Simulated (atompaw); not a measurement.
# A PAW (atompaw) potential for iodine, from input to tests

Aim: build the potential from the settings below, then test how well it stands in for the atom: scattering, ghost states and the plane-wave cutoff that it needs.

The numbers are computed with atompaw 4.2.0.5 (PBE, scalar-relativistic, spin-unpolarised reference atom).

### Step 1. The design

Typed settings, in words:

| Quantity | Value |
| --- | --- |
| element | iodine (I, Z = 53) |
| type | PAW |
| frozen core | [Ar] 3d10 |
| valence charge | 25 |
| reference configuration | 4s2 4p6 4d10 5s2 5p5 |
| partial waves | 4s (bound): rc 1.10 bohr; 5s (bound): rc 1.30 bohr; 4p (bound): rc 1.15 bohr; 5p (bound): rc 1.05 bohr; 4d (bound): rc 1.30 bohr; 4d channel at -2.9 Ry: rc 1.30 bohr |
| local potential | bessel scheme, radius 1.25 bohr |
| core correction | smooth core density matched at 0.85 bohr |
| augmentation charge | gaussian compensation charge, radius 1.05 bohr; PAW radius 1.30 bohr; waves and projectors: custom polynom2 7 10 vanderbiltortho |

The nodes and maxima of the atom's own shells, from an earlier all-electron run, set the scale for the radii.

All-electron outer shells of the reference configuration (PBE, scalar-relativistic, ld1.x):

```csv
shell,level (eV),outermost node (bohr),outermost maximum (bohr)
3p,-859.35,0.13,0.28
3d,-605.97,–,0.23
4s,-180.60,0.37,0.68
4p,-127.57,0.37,0.72
4d,-50.28,0.35,0.78
5s,-17.41,0.88,1.70
5p,-7.09,0.96,2.02
```

### Step 2. The generation run

Contents of I.input:

```
I 53
GGA-PBE scalarrelativistic loggrid 1500 logderivrange -15 5 501
5 5 4 0 0 0
5 1 5
0 0 0
c
c
c
v
v
c
c
v
v
c
v
2
1.30 1.05 1.25 0.85
n
n
y
-2.9
n
custom polynom2 7 10 vanderbiltortho gaussian
bessel
1.10
1.30
1.15
1.05
1.30
1.30
PWSCFOUT
UPFDX 0.0125d0 UPFXMIN -7.d0 UPFZMESH 53.d0
END
```

Run with:

```
$ atompaw < I.input > I.log
```

Q: Predict the outcome of this session. Wanted: cutoffs for 10 and 1 mRy, occupied levels; bound ghosts; largest phase difference near zero energy, channels read; lowest eigenvalue of the overlap; share of valence orbitals outside the PAW sphere; UPF file.

The runs gave:

```
                                                quantity                                      value
               cutoffs for 10 and 1 mRy, occupied levels                over 300 Ry and over 300 Ry
                                            bound ghosts                                 none found
largest phase difference near zero energy, channels read                                  0.002 rad
         lowest eigenvalue of the overlap (Bessel basis)                                  0.676 (s)
        share of valence orbitals outside the PAW sphere  4s 2 %, 5s 87 %, 4p 5 %, 5p 94 %, 4d 14 %
                                                UPF file                                    written
```

By its cutoff, over 300 Ry for the looser tolerance, it is very hard. The Bessel-basis test finds no level below the valence levels. Near zero energy the phases of the channels with partial waves agree within 0.002 rad.
